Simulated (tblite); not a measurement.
# C5H12OSSi2: the cost of one run

Programs: tblite 0.8.0 and PySCF 2.14.0, with density-fitted response routines of our own. Each step states its level of theory. These are calculated values for one molecule in the gas phase, unless marked as measured. Atoms are numbered from 0 throughout.

### 1 The molecule as given

21 atoms, charge 0, multiplicity 1; geometry from: force field or distance geometry start.

Bonds of the start (Å): C0–C1 1.35, C1–C2 1.54, C2–C3 1.55, C3–Si4 1.88, C2–C5 1.55, C5–S6 1.83, S6–Si7 2.13, Si7–O8 1.65, Si7–C1 1.85, C0–H9 1.08, C0–H10 1.10, C2–H11 1.09, C3–H12 1.08, C3–H13 1.10, Si4–H14 1.48, Si4–H15 1.49, Si4–H16 1.48, C5–H17 1.09, C5–H18 1.10, Si7–H19 1.48, O8–H20 0.98.

### 2 Optimising the geometry with GFN2-xTB

Job settings and geometry (Å):

```
{"job": {"kind": "relax", "xc": "GFN2-xTB", "basis": "xTB"}, "charge": 0, "multiplicity": 1}
C     -1.457600    -1.899400     0.646100
C     -1.112500    -0.691200     0.153000
C      0.263100    -0.054600     0.438500
C      1.258500    -0.386200    -0.702000
Si     3.073600    -0.134400    -0.292700
C      0.055500     1.469000     0.663900
S     -1.037200     2.184000    -0.614800
Si    -2.220200     0.424800    -0.826300
O     -3.661400     0.715300    -0.078900
H     -0.784500    -2.494500     1.246500
H     -2.453600    -2.324900     0.466300
H      0.641500    -0.469200     1.377500
H      1.020600     0.169100    -1.595300
H      1.159700    -1.455400    -0.958300
H      3.910300    -0.534800    -1.451600
H      3.325800     1.297800     0.020000
H      3.448600    -0.938700     0.890600
H      1.006100     2.010500     0.671100
H     -0.414400     1.640000     1.647400
H     -2.374700     0.011600    -2.235700
H     -3.656100     1.478200     0.534300
```

Command:

```console
OMP_NUM_THREADS=1 python probes_run.py task.json out
```

This one command runs all jobs of the session in turn.

Q: Estimate the wall time and peak memory of this first job on 1 thread of Intel Xeon at 2.50GHz, shared host.

About 3.5 s, with a peak of 0.18 GiB.
